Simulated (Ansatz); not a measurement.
**C₃H₉Si radical: one species, many methods**

How much do the methods differ for C₃H₉Si radical? The plan is to run it at one geometry with functionals of several rungs and with coupled cluster. The yardstick is the atomisation energy at the CCSD(T) limit.

Computed with Ansatz 0.2.0, Gaussian basis. Level: functionals in def2-TZVPP, the program's frozen cores in correlated methods.

Levels to be run: LDA (SPW92), PBE-D4, revPBE-D4, BLYP-D4, r2SCAN-D4, B97M-V, PBE0-D4, B3LYP-D4, r2SCANh-D4, r2SCAN0-D4, HSE06-D4, BHLYP-D4, CAM-B3LYP-D4, LC-ωPBE, ωB97X-V, ωB97M-V, B2PLYP, PBE-QIDH; CCSD(T)/def2-SVP; CCSD(T)/def2-TZVPP; MP2/def2-QZVPP; extrapolation to the limit; RPA on PBE.

### 1 The geometry

All runs share one geometry, relaxed beforehand with PBE0-D4 in a triple-zeta def2 set.

SMILES `[CH2][SiH](C)C`, 13 atoms, charge 0, spin multiplicity 2.

Atoms are counted from 1 here; the program's logs count them from 0.

Bond lengths: C1–Si2 1.847 Å, C1–H5 1.086 Å, C1–H6 1.087 Å, Si2–C3 1.875 Å, Si2–C4 1.876 Å, Si2–H7 1.492 Å, C3–H8 1.092 Å, C3–H9 1.093 Å, C3–H10 1.093 Å, C4–H11 1.093 Å, C4–H12 1.092 Å, C4–H13 1.093 Å. Angles: Si2–C1–H5 123.4°, Si2–C1–H6 122.4°, H5–C1–H6 114.2°, C1–Si2–C3 110.6°, C1–Si2–C4 110.6°, C1–Si2–H7 108.0°, C3–Si2–C4 109.4°, C3–Si2–H7 109.2°, C4–Si2–H7 109.0°, Si2–C3–H8 111.3°, Si2–C3–H9 110.7°, Si2–C3–H10 110.7°, H8–C3–H9 108.0°, H8–C3–H10 108.1°, H9–C3–H10 107.9°, Si2–C4–H11 110.6°, Si2–C4–H12 111.3°, Si2–C4–H13 110.7° and more.

### 2 LDA

This LDA is Slater exchange with PW92 correlation.

in.yaml reads:

```yaml
crystal:
  periodic: [false, false, false]
  atoms:
    - {symbol: C, position_ang: [-1.595493, 0.674398, -0.782061]}
    - {symbol: Si, position_ang: [0.150355, 0.172020, -0.448595]}
    - {symbol: C, position_ang: [0.814201, 1.061269, 1.063283]}
    - {symbol: C, position_ang: [0.264569, -1.681208, -0.181748]}
    - {symbol: H, position_ang: [-1.920767, 1.124136, -1.714947]}
    - {symbol: H, position_ang: [-2.390300, 0.537541, -0.052978]}
    - {symbol: H, position_ang: [0.972963, 0.544600, -1.636412]}
    - {symbol: H, position_ang: [0.795291, 2.144536, 0.925957]}
    - {symbol: H, position_ang: [0.215484, 0.822628, 1.946556]}
    - {symbol: H, position_ang: [1.846169, 0.761588, 1.264935]}
    - {symbol: H, position_ang: [1.297624, -1.978632, 0.017899]}
    - {symbol: H, position_ang: [-0.084019, -2.230129, -1.059174]}
    - {symbol: H, position_ang: [-0.345775, -1.987447, 0.672185]}
basis:
  gaussian: {orbitals: def2-TZVPP}
magnetization: {spin_polarized: true, initial_magnetization: 1}
hamiltonian: {xc: lda}
output: {orbitals: {seedname: orbitals}}
```

Further steps of the session: PBE-D4 (GGA); revPBE-D4 (GGA); BLYP-D4 (GGA); r2SCAN-D4 (meta-GGA); B97M-V (meta-GGA); PBE0-D4 (hybrid); B3LYP-D4 (hybrid); r2SCANh-D4 (hybrid); r2SCAN0-D4 (hybrid); HSE06-D4 (hybrid); BHLYP-D4 (hybrid); CAM-B3LYP-D4 (range-separated); LC-ωPBE-D4 (range-separated); ωB97X-V (range-separated); ωB97M-V (range-separated); B2PLYP (double hybrid); PBE-QIDH (double hybrid); CCSD(T) in def2-SVP; CCSD(T) in def2-TZVPP; MP2 in def2-QZVPP; RPA on PBE orbitals.

**Question.** What will the summary of the whole plan be? Wanted: atomisation energy, CCSD(T)/CBS; farthest beyond LDA; mean size of error, GGA; mean size of error, meta-GGA; mean size of error, hybrid; mean size of error, range-separated; mean size of error, double hybrid; gap, smallest and largest; T1 diagnostic.

As calculated:

| quantity | value |
| --- | --- |
| atomisation energy, CCSD(T)/CBS | 48.979 eV |
| functionals within 0.245 eV (0.5 %) | B97M-V, PBE0-D4, B3LYP-D4, r2SCANh-D4, r2SCAN0-D4, HSE06-D4, LC-ωPBE, ωB97X-V, ωB97M-V, PBE-QIDH |
| farthest beyond LDA | BHLYP-D4 (-0.626 eV) |
| mean size of error, GGA | 0.385 eV |
| mean size of error, meta-GGA | 0.257 eV |
| mean size of error, hybrid | 0.214 eV |
| mean size of error, range-separated | 0.158 eV |
| mean size of error, double hybrid | 0.286 eV |
| gap, smallest and largest | 1.46 eV (LDA (SPW92)), 10.03 eV (LC-ωPBE) |
| T1 diagnostic | 0.0107 |
| triples share of the correlation energy | 3.5 % |

The LDA atomisation energy is off by 5.653 eV (12 %): it overbinds. PBE-D4 is off by +0.455 eV. Double hybrids carry the basis error of their MP2 part in triple zeta, and no dispersion term here, so their miss is partly the set-up's. The rungs range-separated, hybrid miss on average by less than the doubt on the reference (0.245 eV), so they tie. Misses under about 0.245 eV are within the doubt on the reference itself, which lacks core-valence correlation, relativity and higher excitations. Hartree-Fock recovers 77 % of the binding; the rest is correlation. CCSD(T) in def2-SVP is off by -2.353 eV, worse than the median functional, from the basis alone. Orbital gaps span 1.5 to 10.0 eV; exact exchange widens them.
